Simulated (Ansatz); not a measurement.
# C3H4BrNO: the cost of one run

Method: RKS B3LYP-D4/def2-SVP, in Ansatz 0.2.0.

## (1) The structure to begin with

Bond lengths: C1–C2 1.544 Å, C2–O3 1.238 Å, C2–C4 1.511 Å, C4–N5 1.244 Å, C4–Br6 1.951 Å, C1–H7 1.044 Å, C1–H8 1.113 Å, C1–H9 1.076 Å, N5–H10 1.017 Å. Angles: C1–C2–O3 123.2°, C1–C2–C4 116.4°, O3–C2–C4 120.3°, C2–C1–H7 110.4°, C2–C1–H8 106.2°, C2–C1–H9 110.4°, H7–C1–H8 111.1°, H7–C1–H9 113.1°, H8–C1–H9 105.3°, C2–C4–N5 125.0°, C2–C4–Br6 118.9°, N5–C4–Br6 115.8°, C4–N5–H10 110.8°.

Coordinates:

```xyz
10

C     0.7170   -0.8942    0.9827
C    -0.1763   -0.7352   -0.2668
O    -0.6074   -1.6948   -0.9190
C    -0.4450    0.6791   -0.7242
N     0.0606    1.6992   -0.2241
Br   -1.8263    0.9881   -2.0666
H     0.8232   -1.9036    1.2275
H     0.2103   -0.3347    1.8010
H     1.6579   -0.3940    0.8368
H    -0.3310    2.5389   -0.6444
```

## (2) Relaxing end A

Contents of input.yaml:

```yaml
crystal:
  periodic: [false, false, false]
  atoms:
    - { symbol: C, position_ang: [0.717, -0.8942, 0.9827] }
    - { symbol: C, position_ang: [-0.1763, -0.7352, -0.2668] }
    - { symbol: O, position_ang: [-0.6074, -1.6948, -0.919] }
    - { symbol: C, position_ang: [-0.445, 0.6791, -0.7242] }
    - { symbol: "N", position_ang: [0.0606, 1.6992, -0.2241] }
    - { symbol: Br, position_ang: [-1.8263, 0.9881, -2.0666] }
    - { symbol: H, position_ang: [0.8232, -1.9036, 1.2275] }
    - { symbol: H, position_ang: [0.2103, -0.3347, 1.801] }
    - { symbol: H, position_ang: [1.6579, -0.394, 0.8368] }
    - { symbol: H, position_ang: [-0.331, 2.5389, -0.6444] }
basis:
  gaussian: { orbitals: def2-SVP }
hamiltonian:
  xc: b3lyp
  dispersion: d4
relax:
  f_tol: 0.015
  max_steps: 40
```

Command:

```sh
> ansatz run input.yaml --threads 2 --pin off --max-ram 3072MiB --backend cpu --events-out ev --progress --plain --runs-dir out
```

**Question.** How long does this run take on 2 threads of Arm Neoverse N1, shared host, and how much memory does it need?

About 90 s, with a peak of 0.32 GiB.
